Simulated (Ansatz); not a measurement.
# C2H12InNSi: small, medium and large basis sets

One table from this session's results is given with a row withheld; the runs are named, their logs left out.

Computed with Ansatz 0.2.0, Gaussian basis. Level: one geometry, several basis sets.

Levels to be run: PBE0-D4/def2-SVP; ωB97M-V/def2-SVP; PBE0-D4/def2-QZVPP; ωB97M-V/def2-QZVPP; the functionals' def2-TZVPP values are taken from earlier runs.

## Structure used throughout

The geometry comes from an earlier relaxation with PBE0-D4 in a triple-zeta def2 set; it is a stationary point, not always the lowest conformer. In takes the def2 core potential; no spin-orbit term is included.

SMILES `[CH3][InH-]([CH3])[NH2+][SiH3]`, 17 atoms, charge 0, spin multiplicity 1.

Atoms are counted from 1 here; the program's logs count them from 0.

Bond lengths: C1–In2 2.171 Å, C1–H6 1.093 Å, C1–H7 1.092 Å, C1–H8 1.093 Å, In2–C3 2.171 Å, In2–N4 2.475 Å, In2–H9 1.747 Å, C3–H10 1.093 Å, C3–H11 1.093 Å, C3–H12 1.092 Å, N4–Si5 1.764 Å, N4–H13 1.014 Å, N4–H14 1.014 Å, Si5–H15 1.487 Å, Si5–H16 1.480 Å, Si5–H17 1.480 Å. Angles: In2–C1–H6 111.3°, In2–C1–H7 111.6°, In2–C1–H8 110.0°, H6–C1–H7 108.6°, H6–C1–H8 107.4°, H7–C1–H8 107.9°, C1–In2–C3 119.6°, C1–In2–N4 97.0°, C1–In2–H9 118.8°, C3–In2–N4 97.1°, C3–In2–H9 118.8°, N4–In2–H9 92.8°, In2–C3–H10 111.3°, In2–C3–H11 110.0°, In2–C3–H12 111.6°, H10–C3–H11 107.4°, H10–C3–H12 108.5°, H11–C3–H12 107.9° and more.

Set-up of the first run:

in.yaml reads:

```yaml
crystal:
  periodic: [false, false, false]
  atoms:
    - {symbol: C, position_ang: [-0.651476, 1.240322, 1.867649]}
    - {symbol: In, position_ang: [1.007111, 0.190345, 0.939449]}
    - {symbol: C, position_ang: [0.952157, -1.974796, 0.784356]}
    - {symbol: N, position_ang: [0.398764, 0.680390, -1.408517]}
    - {symbol: Si, position_ang: [-1.170285, 0.048398, -1.907994]}
    - {symbol: H, position_ang: [-0.782412, 2.235494, 1.435642]}
    - {symbol: H, position_ang: [-1.587369, 0.688755, 1.759287]}
    - {symbol: H, position_ang: [-0.460554, 1.370499, 2.935646]}
    - {symbol: H, position_ang: [2.545905, 1.004900, 0.799717]}
    - {symbol: H, position_ang: [1.489820, -2.322602, -0.101095]}
    - {symbol: H, position_ang: [1.433683, -2.423996, 1.656327]}
    - {symbol: H, position_ang: [-0.072471, -2.348699, 0.737659]}
    - {symbol: H, position_ang: [0.474150, 1.690826, -1.446486]}
    - {symbol: H, position_ang: [1.185827, 0.299959, -1.922220]}
    - {symbol: H, position_ang: [-1.482574, 0.379634, -3.324041]}
    - {symbol: H, position_ang: [-2.183970, 0.661158, -1.021373]}
    - {symbol: H, position_ang: [-1.115305, -1.420986, -1.743906]}
basis:
  gaussian: {orbitals: def2-SVP}
hamiltonian: {xc: pbe0, dispersion: d4}
output: {orbitals: {seedname: orbitals}}
```

Started as:

```console
$ ansatz run in.yaml --threads 4 --pin off --events-out ev --progress --plain --max-ram 11315MiB
```

Among the steps run: PBE0-D4 in def2-SVP; ωB97M-V in def2-SVP; PBE0-D4 in def2-QZVPP; ωB97M-V in def2-QZVPP.

One table of the session follows, with a row left open; its other results are not shown here.

It belongs to the step «Functionals by basis». 

```
functional       basis  HOMO (eV)
   PBE0-D4    def2-SVP      -6.59
   PBE0-D4  def2-TZVPP      -6.66
   PBE0-D4  def2-QZVPP      -6.68
   ωB97M-V    def2-SVP      -8.78
   ωB97M-V  def2-TZVPP      -8.87
   ωB97M-V  def2-QZVPP          ?
```

Estimate the missing values for ωB97M-V, def2-QZVPP.

**Answer.** HOMO (eV): -8.88. In the column «HOMO (eV)» it is the lowest.
